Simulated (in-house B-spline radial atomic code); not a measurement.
# Al⁶⁺: ionisation energy by several methods

How far do functionals differ on the ionisation energy of Al⁶⁺? Each run solves Al⁶⁺ and then the next ion ([He] 2s2 2p2).

Program: in-house B-spline radial atomic code version 1. Level of theory: non-relativistic, several functionals, spin-polarised; spherical all-electron atom at the radial basis limit. These are calculated values, not measurements, unless marked.

## 1. The atom as given

- element: aluminium (Z = 13)
- charge: +6
- electrons: 7
- configuration: [He] 2s2 2p3
- nucleus: point

The outer shells:

[He] 2s2 2p3
```
[He] core
2s [↑↓]
2p [↑ ][↑ ][↑ ]
```

Where spins are not typed, each open shell is filled with up spins first.

## 2. SCAN

Input settings:

```ini
Z = 13
electrons = 7.0
configuration = [He] 2s2 2p3
hamiltonian = nr
method = scan,scan
spin_polarised = True
```

## 3. TPSS

Input settings:

```ini
Z = 13
electrons = 7.0
configuration = [He] 2s2 2p3
hamiltonian = nr
method = tpss,tpss
spin_polarised = True
```

## 4. LDA (PW92)

Input settings:

```ini
Z = 13
electrons = 7.0
configuration = [He] 2s2 2p3
hamiltonian = nr
method = lda,pw
spin_polarised = True
```

## 5. M06-L

Input settings:

```ini
Z = 13
electrons = 7.0
configuration = [He] 2s2 2p3
hamiltonian = nr
method = m06l
spin_polarised = True
```

## 6. OLYP

Input settings:

```ini
Z = 13
electrons = 7.0
configuration = [He] 2s2 2p3
hamiltonian = nr
method = optx,lyp
spin_polarised = True
```

## 7. exchange-only LDA

Input settings:

```ini
Z = 13
electrons = 7.0
configuration = [He] 2s2 2p3
hamiltonian = nr
method = lda,
spin_polarised = True
```

## 8. RPBE

Input settings:

```ini
Z = 13
electrons = 7.0
configuration = [He] 2s2 2p3
hamiltonian = nr
method = rpbe,pbe
spin_polarised = True
```

## 9. LDA (VWN5)

Input settings:

```ini
Z = 13
electrons = 7.0
configuration = [He] 2s2 2p3
hamiltonian = nr
method = lda,vwn
spin_polarised = True
```

## 10. revTPSS

Input settings:

```ini
Z = 13
electrons = 7.0
configuration = [He] 2s2 2p3
hamiltonian = nr
method = revtpss,revtpss
spin_polarised = True
```

Before running: The tabulated ionisation energy is 241.76 ± 0.09 eV (semi-empirical; NIST Atomic Spectra Database). What does each method give, and which comes nearest?

**Answer**, as computed:

| method | rung | total energy (hartree) | ΔSCF (eV) | −ε highest (eV) | ΔSCF less tabulated (eV) |
| --- | --- | --- | --- | --- | --- |
| LDA (PW92) | LDA | -222.2622 | 242.27 | 221.35 (2p up) | +0.51 |
| exchange-only LDA | LDA | -221.6957 | 240.61 | 219.74 (2p up) | -1.15 |
| LDA (VWN5) | LDA | -222.2653 | 242.29 | 221.36 (2p up) | +0.53 |
| OLYP | GGA | -223.3546 | 243.30 | 222.40 (2p up) | +1.54 |
| RPBE | GGA | -223.3285 | 242.45 | 221.54 (2p up) | +0.69 |
| SCAN | meta-GGA | -223.3368 | 244.68 | 224.17 (2p up) | +2.92 |
| TPSS | meta-GGA | -223.3577 | 242.98 | 222.14 (2p up) | +1.22 |
| M06-L | meta-GGA | -223.3721 | 244.53 | 224.08 (2p up) | +2.77 |
| revTPSS | meta-GGA | -223.2927 | 242.66 | 221.86 (2p up) | +0.90 |

Against the tabulated ionisation energy, 241.76 ± 0.09 eV (semi-empirical; NIST Atomic Spectra Database), the best here is LDA (PW92) (+0.51 eV) and the worst SCAN (+2.92 eV, or 1.2 %). Mean absolute error by rung (exchange-only levels left out): LDA 0.52 eV, GGA 1.12 eV, meta-GGA 1.95 eV. These runs lack relativity altogether, which can outweigh the gaps between the methods, so the nearest may be so by luck. Open shells are averaged (over orientations, and over spins where the run is restricted), while tables refer to the lowest levels. For the semilocal functionals minus the highest level recovers only 91 to 92 % of their own ΔSCF value, a mark of self-interaction.

Members of this set that are not shown: 12 used exact exchange with fractional occupations of an open shell, which is unsound here.
